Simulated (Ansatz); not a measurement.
# CoNH2 (singlet): geometry optimisation

Aim: relax a generated start of CoNH2 (singlet) and see which bonds hold.

Computed with Ansatz 0.2.0, Gaussian basis. Level: RKS PBE0/def2-TZVP.

## (1) The system as given

4 atoms, charge 0, spin multiplicity 1.

Atoms are counted from 1 here; the program's logs count them from 0.

Bond lengths: Co1–N2 1.756 Å, N2–H3 1.013 Å, N2–H4 1.013 Å. Angles: Co1–N2–H3 125.8°, Co1–N2–H4 125.8°, H3–N2–H4 108.4°.

As a file:

```mol
CoH2N
  3D, bonds by distance, orders not assigned

  4  3  0  0  0  0  0  0  0  0999 V2000
   -0.3913    0.0004   -0.0007 Co  0  0
    1.3646   -0.0014    0.0025 N   0  0
    1.9581    0.8192    0.0011 H   0  0
    1.9564   -0.8233    0.0061 H   0  0
  1  2  8  0
  2  3  8  0
  2  4  8  0
M  END
```

The start was built by rule and, where that kept it together, relaxed with GFN2-xTB. Sticks and bond lists go by distance. 

## (2) Relaxation

The input, in.yaml:

```yaml
crystal:
  periodic: [false, false, false]
  atoms:
    - {symbol: Co, position_ang: [-0.391267, 0.000407, -0.000727]}
    - {symbol: N, position_ang: [1.364566, -0.001420, 0.002536]}
    - {symbol: H, position_ang: [1.958085, 0.819186, 0.001128]}
    - {symbol: H, position_ang: [1.956367, -0.823259, 0.006148]}
basis:
  gaussian: {orbitals: def2-TZVP}
hamiltonian: {xc: pbe0}
relax: {f_tol: 0.004, max_steps: 80}
```

On the command line:

```bash
> ansatz run in.yaml --threads 1 --pin off --events-out ev --progress --plain --max-ram 2176MiB
```

Q: Predict the outcome of this session. Wanted: energy gained; shift from the start; total energy; dipole moment.

The runs gave:

| quantity | value |
| --- | --- |
| steps | 7 |
| energy gained | 0.038 eV |
| shift from the start (rms) | 0.030 Å |
| total energy | -39139.4706 eV |
| dipole moment | 0.82 D |

What this shows: The bonds of the start are those of the end. Co1–N2 went from 1.756 to 1.702 Å. No vibrations were run, so this is a stationary point, not a proven minimum, and this spin need not be the ground state's.
